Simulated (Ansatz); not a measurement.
# AlN: the cost of one run

Program: Ansatz 0.2.0, driven from Python. Level of theory: G0W0 on DFT PBE, plane waves, PAW. These are calculated values, not measurements.

The COD entry's cell or inner coordinates are ideal or old and differ from later refinements, so a difference from it is no clean test against experiment.

### Step 1. Starting point

The structure is hexagonal, space group P6_3mc (No. 186). The conventional cell has a = 3.113 Å, b = 3.113 Å, c = 4.981 Å, α = 90.00°, β = 90.00°, γ = 120.00°. Al (site symmetry 3m) has 4 N at 1.89 Å as nearest neighbours. N (site symmetry 3m) is surrounded by 4 Al at 1.89 Å.

The script holds or builds the structure itself.

### Step 2. The script

gw_aln.py reads:

```python
"""One-shot GW for AlN."""

import logging
import sys
import warnings

import ansatz as az

logging.basicConfig(stream=sys.stdout, format="[%(levelname)s] %(message)s")
log = logging.getLogger("ansatz_job")
log.setLevel(logging.INFO)

MESH = (5, 5, 3)
FILLING = "fixed"


def main() -> None:
    warnings.simplefilter("ignore", az.DeckWarning)

    lattice = az.Lattice.of(
        [3.113, 0.0, 0.0],
        [-1.5565, 2.69593708, 0.0],
        [0.0, 0.0, 4.981],
    )
    sites = [
        ("Al", [1 / 3, 2 / 3, 0.0]),
        ("Al", [2 / 3, 1 / 3, 0.5]),
        ("N", [1 / 3, 2 / 3, 0.38]),
        ("N", [2 / 3, 1 / 3, 0.88]),
    ]
    aln = az.Crystal(lattice=lattice)
    for symbol, position in sites:
        aln = aln.atom(symbol, position)

    model = (
        aln.calculation()
        .functional(az.Functional.PBE)
        .basis(16 * az.Ha)
        .kpoints(*MESH)
        .occupations(FILLING)
        .gw(empty_bands=100, screening_cutoff=100, quasiparticle_bands=("v1", "c1"))
    )
    events = []
    result = model.session().plan().execute(on_event=events.append, runs_dir="gw_run")
    gw = next(e["data"] for e in events if e["event"] == "gw_qp")
    top = gw["frontier_bands"]["highest_filled_band"]
    log.info(" k band    E_KS   Sigma_x  Sigma_c     Vxc      Z    E_QP (eV)")
    for qp in gw["qp"]:
        log.info(f"{qp['ik']:2d} {qp['band']:4d} {qp['eps_ks_ev']:7.3f} {qp['sigma_x_ev']:9.3f} {qp['sigma_c_at_ks_ev']:8.3f} {qp['vxc_ev']:8.3f} {qp['z']:6.3f} {qp['e_qp_ev']:8.3f}")
    for key, label in (("eps_ks_ev", "Kohn-Sham"), ("e_qp_ev", "G0W0")):
        filled = max(qp[key] for qp in gw["qp"] if qp["band"] <= top)
        empty = min(qp[key] for qp in gw["qp"] if qp["band"] > top)
        log.info(f"{label} gap on the mesh: {empty - filled:.3f} eV")
    print("static dielectric eigenvalues (RPA, this mesh):", [round(e, 3) for e in gw["screening"][0]["eps_tensor_eigenvalues"]])


if __name__ == "__main__":
    main()
```

### Step 3. The input behind the calls

The package turns the script's settings into the engine's input:

```yaml
crystal:
  lattice:
    - [3.113, 0.0, 0.0]
    - [-1.5565, 2.69593708, 0.0]
    - [0.0, 0.0, 4.981]
  atoms:
    - { symbol: Al, position: [0.3333333333333333, 0.6666666666666666, 0.0] }
    - { symbol: Al, position: [0.6666666666666666, 0.3333333333333333, 0.5] }
    - { symbol: "N", position: [0.3333333333333333, 0.6666666666666666, 0.38] }
    - { symbol: "N", position: [0.6666666666666666, 0.3333333333333333, 0.88] }
basis:
  ecutwfc: 435.382179935808
kpoints:
  mp_grid:
    grid: [5, 5, 3]
hamiltonian:
  xc: pbe
scf:
  occupations:
    method: fixed
gw:
  n_empty_bands: 100
  ecut_chi: 100.0
  qp_bands: [v1, c1]
```

### Step 4. The run

Launch:

```sh
> python gw_aln.py
```

**Question.** How long does this script take on 1 thread of Intel Xeon Platinum 8488C (Sapphire Rapids), shared host, and how much memory does it need?

About 12 s, with a peak of 0.4 GiB.
